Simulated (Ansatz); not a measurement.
# AlFe3B under changes of volume

One of the cells (11.169 Å³/atom); the others are scaled copies at fixed shape and fractional positions:

```
CELL_PARAMETERS angstrom
3.82232 0.00000 0.00000
0.00000 3.82232 0.00000
0.00000 0.00000 3.82232
ATOMIC_POSITIONS crystal
Fe 0.00000 0.00000 0.50000
Fe 0.00000 0.50000 0.00000
Fe 0.50000 0.00000 0.00000
Al 0.50000 0.50000 0.50000
B 0.00000 0.00000 0.00000
```

The cell comes from a database or a generator and needn't be the stable form of this composition.

* Program: Ansatz 0.2.0
* Functional: PBE
* Potentials or basis: Ansatz PAW
* Cutoff: 420 eV (not typed: the program's choice for these potentials)
* k mesh: 7 × 7 × 7
* Occupations: fermi-dirac, width 0.05 eV
* Spin: collinear spin, ferromagnetic start
* Starting moments: [3.0, 3.0, 3.0, 0.0, 0.0] μB

```tsv
volume (Å³/atom)	energy over the lowest point (meV/atom)	pressure (GPa)	moment (μB per cell)
10.499	21.32	12.0	4.00
10.722	7.88	7.2	4.06
10.946	0.95	2.7	4.09
11.169	0.00	-1.2	4.11
11.392	4.42	-4.8	4.13
11.616	?	?	?
11.839	26.98	-10.7	4.24
```

Problem. What does the run at 11.616 Å³/atom give?

Solution. Energy over the lowest point 13.62 meV/atom; pressure -8.0 GPa; moment 4.17 μB per cell.

Worked out: A Birch-Murnaghan fit of order 3 (a polynomial in V^(-2/3)) to the other rows has its minimum at 11.09 Å³/atom with B0 = V·E''(V) = 196 GPa and B' = 4.4. It gives 13.57 meV/atom at 11.616 Å³/atom, against the run's 13.62, and -dE/dV = -8.2 GPa, against -8.0. A parabola through the other rows of the moment, of slope 0.184 μB per Å³/atom there, gives 4.19 μB, against the run's 4.17.

Energies are extrapolated to zero smearing.
